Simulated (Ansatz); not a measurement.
Predict the output of the script below (the Python package of Ansatz (0.2.0)).

`states_mgsb.py`:
```python
# -*- coding: utf-8 -*-
"""Restricted and unrestricted solutions of MgSb, stretched and not."""

import logging
import sys

import ansatz as az
from ase import Atoms
import numpy as np

logging.basicConfig(stream=sys.stdout, format="%(levelname)s:%(name)s:%(message)s")
log = logging.getLogger("calc")
log.setLevel(logging.INFO)


def main():
    atoms = Atoms(["Mg", "Sb"], positions=[
        [0.0, 0.0, 0.0],
        [0.0, 0.0, 2.72],
    ])
    system = az.Crystal.molecule_from_ase(atoms)
    symbols = [site.symbol for site in system.cartesian_sites]

    start = np.array([site.position_ang for site in system.cartesian_sites])
    for factor in [1.0, 1.5]:
        xyz = (start - start.mean(axis=0)) * factor
        scaled = az.Crystal.molecule()
        for symbol, place in zip(symbols, xyz):
            scaled = scaled.atom(symbol, place.tolist())
        model = (
            scaled.calculation()
            .basis(gaussian="def2-TZVP")
            .functional("hf")
            .spin("collinear", total=1)
        )
        for search in ("off", "standard"):
            try:
                data = model.scf(lower_state_search=search).run(threads=1).report
            except az.AnsatzError as error:
                log.info(f"x{factor} search {search}: {type(error).__name__}")
                continue
            state = data["mean_field"]["state"]
            log.info(f"all distances x{factor}, search {search:8s} E = {data['free_energy_ev']:.5f} eV  <S^2> = {abs(state['spin_squared']):.3f}  other states met: {len(data['mean_field']['others'])}")


if __name__ == "__main__":
    main()
```

```console
$ python states_mgsb.py
INFO:calc:all distances x1.0, search off      E = -11941.88676 eV  <S^2> = 1.436  other states met: 0
INFO:calc:all distances x1.0, search standard E = -11942.58913 eV  <S^2> = 1.778  other states met: 6
INFO:calc:all distances x1.5, search off      E = -11941.93641 eV  <S^2> = 1.893  other states met: 0
INFO:calc:all distances x1.5, search standard E = -11941.93641 eV  <S^2> = 1.893  other states met: 5
```

Total energies depend on the basis set; only differences at equal settings carry meaning. The count of other states can hold repeated and symmetry-equivalent ends of the search; scaling all distances is a test, and for more than two atoms no physical path. def2 sets replace the cores of elements past krypton by effective core potentials. The run takes the species as open-shell (spin multiplicity 2), which needn't be its ground state. The expectation value of S² is noticeably off S(S+1) in at least one run, so that state is spin-contaminated. The spin state was assumed, and another may lie lower. It ran for 16 s on 1 thread of Arm Neoverse V1, with other jobs on the host, peak memory 0.23 GiB.
